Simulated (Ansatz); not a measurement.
Task: energies of removing a hydrogen of C₂H₆N (charge -1), SMILES C[N-]C, with Ansatz's Python interface. Give the script and its output. Use (for the species named): MP2, 6-31G* basis, multiplicity 1.

```tsv
atom	x (Å)	y (Å)	z (Å)
C	-0.2178	0.8195	-0.7732
N	0.4613	-0.3926	-0.6459
C	0.3089	-0.8968	0.6456
H	-1.3481	0.7725	-0.5775
H	-0.0979	1.2175	-1.7915
H	0.1259	1.6521	-0.0599
H	-0.7744	-1.1058	0.9671
H	0.8479	-1.8500	0.7480
H	0.6943	-0.2165	1.4873
```

`run_bde.py`
```python
"""X-H bond energies of C2H6N(-) without relaxation."""

import ansatz as az


def single_point(molecule, charge=0, unpaired=0):
    calc = (
        molecule.calculation()
        .basis(gaussian="6-31G*")
        .correlation("mp2")
    )
    if charge:
        calc = calc.charge(charge)
    if unpaired:
        calc = calc.spin("collinear", total=unpaired)
    report = calc.run(threads=1).report
    if report["published_state_doubts"]:
        print("  doubts:", report["published_state_doubts"])
    return report["free_energy_ev"]

def without(molecule, index):
    rest = az.Crystal.molecule()
    for i, site in enumerate(molecule.cartesian_sites):
        if i != index:
            rest = rest.atom(site.symbol, site.position_ang)
    return rest


def main() -> None:
    c2h6n = (
        az.Crystal.molecule()
        .atom("C", [-0.21785, 0.81952, -0.77316])
        .atom("N", [0.46128, -0.39258, -0.64587])
        .atom("C", [0.30885, -0.89677, 0.64557])
        .atom("H", [-1.34809, 0.77248, -0.57753])
        .atom("H", [-0.09791, 1.2175, -1.79147])
        .atom("H", [0.1259, 1.6521, -0.05993])
        .atom("H", [-0.7744, -1.10575, 0.96712])
        .atom("H", [0.84795, -1.84998, 0.74797])
        .atom("H", [0.69427, -0.21651, 1.48731])
    )

    whole = single_point(c2h6n, -1)
    hydrogen = single_point(az.Crystal.molecule().atom("H", (0, 0, 0)), 0, 1)
    print(f"E(molecule) = {whole:.5f} eV, E(H) = {hydrogen:.5f} eV")
    for index in [8]:
        radical = single_point(without(c2h6n, index), -1, 1)
        print(f"H{index}: homolysis {23.060548 * (radical + hydrogen - whole):.1f} kcal/mol")


if __name__ == "__main__":
    main()
```

```console
$ python run_bde.py
E(molecule) = -3646.22861 eV, E(H) = -13.55761 eV
H8: homolysis 79.1 kcal/mol
```

What to keep in mind:
- Total energies depend on the basis set; only differences at equal settings carry meaning.
- The geometry is a force-field or estimated start, not a minimum of this method, and the basis set is short of its limit. All parts are taken at fixed geometry, without zero-point energy.
- Anions want diffuse functions, which this basis lacks.
- It ran for 1.3 s on 1 thread of Arm Neoverse V1 (shared host), peak memory 0.15 GiB.
